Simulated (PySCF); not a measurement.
**C₅H₁₁BO₂: runs on many settings**

Aim: see how C₅H₁₁BO₂ (`CC[C@]1(C)COBO1`) answers to the choice of functional, basis, grid and SCF options, and what happens with inputs that are wrong on purpose.

Computed with PySCF 2.14.0, with density-fitted response routines of our own, on a single molecule, in the gas phase or a continuum. Atoms are numbered from 0 throughout.

### Step 1. The starting structure

19 atoms, charge 0, multiplicity 1; geometry from: GFN2-xTB.

Bonds of the start (Å): C0–C1 1.52, C1–C2 1.54, C2–C3 1.53, C2–C4 1.55, C4–O5 1.41, O5–B6 1.36, B6–O7 1.35, O7–C2 1.43, C0–H8 1.09, C0–H9 1.09, C0–H10 1.09, C1–H11 1.09, C1–H12 1.09, C3–H13 1.09, C3–H14 1.09, C3–H15 1.09, C4–H16 1.09, C4–H17 1.09, B6–H18 1.16.

### Step 2. Nuclear shieldings: PBE0/pcSseg-1

Job settings and geometry (Å):

```
{"job": {"kind": "nmr", "xc": "PBE0", "basis": "pcSseg-1"}, "charge": 0, "multiplicity": 1}
C      2.113452    -0.564762     0.114261
C      0.975676    -0.201746    -0.831679
C     -0.307580     0.268021    -0.130475
C     -0.074424     1.495715     0.749482
C     -1.020229    -0.873040     0.649207
O     -2.281931    -1.023826     0.032080
B     -2.363683    -0.146442    -1.000934
O     -1.254121     0.613563    -1.144814
H      1.793922    -1.302078     0.846869
H      2.477934     0.311416     0.642955
H      2.939921    -0.984848    -0.453861
H      0.718019    -1.066106    -1.448539
H      1.295642     0.595791    -1.505043
H      0.403746     2.281381     0.169848
H      0.549852     1.242261     1.601611
H     -1.031247     1.868070     1.109544
H     -0.482189    -1.823244     0.577972
H     -1.168454    -0.621176     1.703675
H     -3.294108    -0.059698    -1.689622
```

Method: GIAO PBE0/pcSseg-1 NMR shielding, non-relativistic, gas phase.

The run is started by

```
OMP_NUM_THREADS=1 python probes_run.py task.json out
```

This one command runs all jobs of the session in turn.

Standard output:

```text
coarse grid: 15512 points
cycle   1  E = -371.8740724744  dE =  1.082e+00  |g| = 8.104e-01  |ddm| = 3.695e+00
cycle   2  E = -371.7654004159  dE =  1.087e-01  |g| = 1.138e+00  |ddm| = 1.328e+00
cycle   3  E = -371.9979245580  dE = -2.325e-01  |g| = 9.193e-02  |ddm| = 8.199e-01
cycle   4  E = -371.9994167117  dE = -1.492e-03  |g| = 3.679e-02  |ddm| = 8.374e-02
cycle   5  E = -371.9997237061  dE = -3.070e-04  |g| = 7.943e-03  |ddm| = 3.527e-02
cycle   6  E = -371.9997338650  dE = -1.016e-05  |g| = 4.017e-03  |ddm| = 8.403e-03
cycle   7  E = -371.9997366165  dE = -2.751e-06  |g| = 6.193e-04  |ddm| = 2.653e-03
final grid: 148760 points
cycle   8  E = -372.0694806310  dE = -5.700e-05  |g| = 1.290e-02  |ddm| = 3.459e-02
cycle   9  E = -372.0694497205  dE =  3.091e-05  |g| = 1.835e-02  |ddm| = 2.062e-02
cycle  10  E = -372.0695139972  dE = -6.428e-05  |g| = 1.310e-03  |ddm| = 1.241e-02
cycle  11  E = -372.0695143580  dE = -3.608e-07  |g| = 2.476e-04  |ddm| = 1.185e-03
cycle  12  E = -372.0695143703  dE = -1.238e-08  |g| = 7.198e-05  |ddm| = 2.557e-04
cycle  13  E = -372.0695143715  dE = -1.162e-09  |g| = 2.336e-05  |ddm| = 8.607e-05
cycle  14  E = -372.0695143716  dE = -8.367e-11  |g| = 1.026e-05  |ddm| = 2.032e-05
converged SCF energy = -372.0695143716

GIAO shielding tensors (ppm)
atom      isotropic    diamagn.    paramagn.     s11        s22        s33       span
  0 C      175.893     248.770     -72.878    167.464    173.583    186.630     19.166
  1 C      146.895     247.276    -100.380    134.774    136.907    169.005     34.231
  2 C      102.390     248.726    -146.336     73.099     84.576    149.495     76.396
  3 C      158.143     248.168     -90.025    139.804    152.554    182.072     42.268
  4 C      107.843     251.103    -143.260     82.643    100.511    140.374     57.731
  5 O      194.422     392.611    -198.189     56.761    245.272    281.233    224.472
  6 B       73.593     200.231    -126.639     64.777     71.635     84.366     19.589
  7 O      139.736     395.438    -255.702     26.086    188.627    204.496    178.410
  8 H       31.110      31.492      -0.382     26.321     30.462     36.546     10.225
  9 H       30.883      30.833       0.050     26.112     30.038     36.499     10.386
 10 H       30.566      28.503       2.063     25.843     27.467     38.388     12.545
 11 H       30.161      32.480      -2.320     25.709     30.022     34.751      9.042
 12 H       29.817      31.768      -1.951     25.637     29.261     34.553      8.917
 13 H       30.354      30.852      -0.498     26.675     28.034     36.354      9.679
 14 H       30.476      31.940      -1.464     26.248     29.495     35.686      9.438
 15 H       30.371      31.026      -0.655     26.517     28.684     35.911      9.394
 16 H       27.494      32.472      -4.979     22.873     28.740     30.867      7.994
 17 H       27.732      32.121      -4.389     23.921     28.283     30.992      7.070
 18 H       27.813      30.096      -2.283     25.163     26.089     32.187      7.024
```

Wall time 29 s (1 thread of Arm Neoverse V1, shared host); peak memory 0.86 GiB.

The references, computed at this level on geometries of the same kind, shield at (ppm): 1H TMS 31.72, 13C TMS 186.9, 17O H2O 336.1, 11B BF3·OEt2 100.1. Their shielding less the atom's gives the shift. The references are single molecules in the gas phase, so shifts against H2O, NH3, PH3, H3PO4 or CFCl3 are not on the usual liquid scales and can be off by tens of ppm. Atoms listed in one row are averaged.

```tsv
atoms	environment	σ (ppm)	δ (ppm)	δ scaled to CDCl3
C2	fully substituted sp3 carbon bonded to O	102.4	84.5	80.6
C4	sp3 CH2 bonded to O	107.8	79.1	75.3
C1	sp3 CH2	146.9	40.0	37.2
C3	methyl carbon	158.1	28.8	26.2
C0	methyl carbon	175.9	11.0	8.9
H16	hydrogen on an sp3 CH2 bonded to O	27.49	4.22	4.09
H17	hydrogen on an sp3 CH2 bonded to O	27.73	3.98	3.86
H18	hydrogen on a boron bonded to 2 O, in a 5-membered ring	27.81	3.90	–
H12	hydrogen on an sp3 CH2	29.82	1.90	1.90
H11	hydrogen on an sp3 CH2	30.16	1.56	1.57
H13, H14, H15	hydrogen on a methyl carbon	30.40	1.32	1.35
H8, H9, H10	hydrogen on a methyl carbon	30.85	0.86	0.92
O7	oxygen bonded to C, B, in a 5-membered ring	139.7	196.3	–
O5	oxygen bonded to C, B, in a 5-membered ring	194.4	141.7	–
B6	boron bonded to 2 O, H, in a 5-membered ring	73.6	26.5	–
```

The scaled column applies a straight-line fit of computed shieldings to shifts measured in CDCl3 (root-mean-square error 0.16 ppm for H, 1.9 ppm for C).

The run also stored atomic charges by several schemes (e):

```tsv
atoms	Mulliken	IAO	Hirshfeld	ESP fit
C0	-0.28	-0.42	-0.12	-0.26
C1	-0.16	-0.26	-0.07	-0.15
C2	-0.27	0.21	0.09	0.71
C3	-0.15	-0.43	-0.12	-0.54
C4	0.18	-0.08	0.00	0.16
O5	-0.49	-0.40	-0.19	-0.54
B6	0.48	0.35	0.20	0.61
O7	-0.47	-0.41	-0.18	-0.65
```

Mayer bond orders: C0–C1 1.05, C1–C2 1.00, C2–C3 1.01, C2–C4 0.99, C4–O5 0.88, O5–B6 1.16, B6–O7 1.17, O7–C2 0.84.

Ring of atoms C2, C4, O5, B6, O7: NICS(0) -5.8, NICS(1) -2.6, NICS(1)zz -4.4 ppm (means of both faces).

### Step 3. Excited states and response: PBE0/def2-SVPD

Same as in step 2 but for these lines:

```diff
@@ -1,2 +1,2 @@
-{"job": {"kind": "nmr", "xc": "PBE0", "basis": "pcSseg-1"}, "charge": 0, "multiplicity": 1}
+{"job": {"kind": "uv", "xc": "PBE0", "basis": "def2-SVPD", "nstates": 6, "ntriplets": 2}, "charge": 0, "multiplicity": 1}
 C      2.113452    -0.564762     0.114261
```

Method: TDDFT PBE0/def2-SVPD, vertical, gas phase, core orbitals frozen in the response.

Standard output:

```text
coarse grid: 15512 points
cycle   1  E = -371.6735745465  dE =  1.010e+00  |g| = 7.744e-01  |ddm| = 1.241e+01
cycle   2  E = -371.5579405019  dE =  1.156e-01  |g| = 1.114e+00  |ddm| = 3.721e+00
cycle   3  E = -371.7927957180  dE = -2.349e-01  |g| = 9.151e-02  |ddm| = 2.211e+00
cycle   4  E = -371.7943148295  dE = -1.519e-03  |g| = 3.640e-02  |ddm| = 2.543e-01
cycle   5  E = -371.7946290396  dE = -3.142e-04  |g| = 7.398e-03  |ddm| = 1.363e-01
cycle   6  E = -371.7946385235  dE = -9.484e-06  |g| = 3.670e-03  |ddm| = 2.188e-02
cycle   7  E = -371.7946409683  dE = -2.445e-06  |g| = 5.604e-04  |ddm| = 6.439e-03
final grid: 148760 points
cycle   8  E = -371.8632095489  dE = -7.052e-05  |g| = 1.194e-02  |ddm| = 4.009e-01
cycle   9  E = -371.8631819337  dE =  2.762e-05  |g| = 1.696e-02  |ddm| = 1.005e-01
cycle  10  E = -371.8632396381  dE = -5.770e-05  |g| = 1.295e-03  |ddm| = 4.511e-02
cycle  11  E = -371.8632400110  dE = -3.729e-07  |g| = 2.641e-04  |ddm| = 4.618e-03
cycle  12  E = -371.8632400254  dE = -1.434e-08  |g| = 8.141e-05  |ddm| = 9.926e-04
cycle  13  E = -371.8632400269  dE = -1.508e-09  |g| = 3.032e-05  |ddm| = 4.218e-04
cycle  14  E = -371.8632400270  dE = -1.552e-10  |g| = 1.151e-05  |ddm| = 7.478e-05
converged SCF energy = -371.8632400270

Static polarisability (au): isotropic 76.385, principal 70.592 71.785 86.778

Singlet excitations
state   eV       nm        f      main configurations
  1   7.4256    167.0   0.01762   H->L 0.94
  2   7.6870    161.3   0.03039   H->L+1 0.97
  3   7.9862    155.2   0.00348   H->L+2 0.86
  4   8.3709    148.1   0.00337   H->L+3 0.69, H-1->L 0.19
  5   8.3856    147.9   0.01048   H-1->L 0.62, H->L+3 0.21, H-1->L+1 0.12
  6   8.4703    146.4   0.00721   H-1->L+1 0.80, H-1->L 0.15

Triplet excitations (Tamm-Dancoff, eV): 6.7787 7.3299
```

It took 54 s on 1 thread of Arm Neoverse V1, shared host; peak memory 1 GiB.

The orbitals next to the gap, with their largest atomic shares:

```tsv
orbital	eV	atoms
HOMO−3	-9.91	O7 54 %, O5 21 %, B6 7 %
HOMO−2	-9.58	O5 19 %, C1 15 %, C3 8 %
HOMO−1	-9.01	C2 19 %, C4 19 %, O5 18 %
HOMO	-8.03	O7 28 %, O5 27 %, C2 8 %
LUMO	0.46	B6 19 %, C0 12 %, C3 8 %
LUMO+1	0.79	B6 34 %, O5 20 %, O7 18 %
LUMO+2	1.02	B6 31 %, C0 12 %, O5 8 %
```

With each of the 6 states as a Gaussian band of 0.4 eV half-width at 1/e, the curve within the window shown has maxima at 162 nm (ε 1,800) L/(mol cm). Beyond the last state computed it falls off for lack of states. The curve at chosen wavelengths:

nm, ε (L/mol/cm) and a bar:
```
      141        389 #####
      143        613 #########
      144        720 ###########
      146        885 ##############
      147        936 ##############
      149        981 ###############
      151       1004 ################
      152       1031 ################
      154       1145 ##################
      155       1234 ####################
      157       1455 #######################
      159       1673 ###########################
      160       1757 #############################
      162       1838 ##############################
      163       1829 ##############################
      165       1710 ############################
      167       1487 ########################
      168       1351 ######################
      170       1060 #################
      171        916 ##############
      173        653 ##########
      175        438 ######
      176        351 ####
      178        216 ##
      179        166 #
      181         95
```

Further results of this job:

```tsv
property	computed
dipole moment (D)	2.49
polarisability (Å³)	11.32
HOMO–LUMO gap (eV)	8.49
−ε(HOMO) (eV)	8.03
```

### Step 4. Nuclear shieldings: PBE0/pcSseg-1

Same as in step 3 but for these lines:

```diff
@@ -1,2 +1,2 @@
-{"job": {"kind": "uv", "xc": "PBE0", "basis": "def2-SVPD", "nstates": 6, "ntriplets": 2}, "charge": 0, "multiplicity": 1}
+{"job": {"kind": "nmr", "xc": "PBE0", "basis": "pcSseg-1", "pop": true, "scf": {"conv": 1e-06}}, "charge": 0, "multiplicity": 1}
 C      2.113452    -0.564762     0.114261
```

Method: GIAO PBE0/pcSseg-1 NMR shielding, non-relativistic, gas phase.

Standard output:

```text
final grid: 148760 points
cycle   1  E = -371.9423062882  dE =  1.087e+00  |g| = 8.181e-01  |ddm| = 3.693e+00
cycle   2  E = -371.8294212960  dE =  1.129e-01  |g| = 1.152e+00  |ddm| = 1.342e+00
cycle   3  E = -372.0677107936  dE = -2.383e-01  |g| = 9.140e-02  |ddm| = 8.343e-01
cycle   4  E = -372.0691906749  dE = -1.480e-03  |g| = 3.692e-02  |ddm| = 8.435e-02
cycle   5  E = -372.0695013034  dE = -3.106e-04  |g| = 8.003e-03  |ddm| = 3.543e-02
cycle   6  E = -372.0695114755  dE = -1.017e-05  |g| = 4.064e-03  |ddm| = 8.377e-03
cycle   7  E = -372.0695142944  dE = -2.819e-06  |g| = 6.058e-04  |ddm| = 2.677e-03
cycle   8  E = -372.0695143664  dE = -7.198e-08  |g| = 1.481e-04  |ddm| = 6.217e-04
converged SCF energy = -372.0695143664

GIAO shielding tensors (ppm)
atom      isotropic    diamagn.    paramagn.     s11        s22        s33       span
  0 C      175.897     248.770     -72.874    167.467    173.587    186.635     19.168
  1 C      146.908     247.274    -100.366    134.789    136.917    169.019     34.230
  2 C      102.399     248.724    -146.325     73.111     84.583    149.502     76.392
  3 C      158.140     248.169     -90.029    139.802    152.549    182.070     42.269
  4 C      107.836     251.105    -143.269     82.637    100.505    140.367     57.729
  5 O      194.418     392.612    -198.194     56.755    245.303    281.195    224.440
  6 B       73.591     200.233    -126.642     64.774     71.633     84.364     19.590
  7 O      139.745     395.438    -255.692     26.064    188.627    204.544    178.480
  8 H       31.110      31.492      -0.382     26.322     30.462     36.547     10.225
  9 H       30.883      30.833       0.050     26.112     30.039     36.499     10.387
 10 H       30.567      28.503       2.064     25.844     27.468     38.389     12.545
 11 H       30.162      32.481      -2.319     25.709     30.021     34.754      9.045
 12 H       29.818      31.768      -1.950     25.638     29.261     34.554      8.916
 13 H       30.354      30.852      -0.498     26.674     28.035     36.352      9.678
 14 H       30.476      31.940      -1.464     26.246     29.496     35.685      9.439
 15 H       30.371      31.026      -0.655     26.517     28.683     35.913      9.397
 16 H       27.493      32.472      -4.979     22.874     28.739     30.867      7.993
 17 H       27.732      32.121      -4.389     23.921     28.283     30.991      7.070
 18 H       27.812      30.095      -2.283     25.161     26.089     32.187      7.026
```

It took 28 s on 1 thread of Arm Neoverse V1, shared host; peak memory 0.84 GiB.

This run: δ C2 84.5, C4 79.1, C1 40.0, C3 28.8, H16 4.22, H17 3.99 ppm.

[end of part 1 of 2]
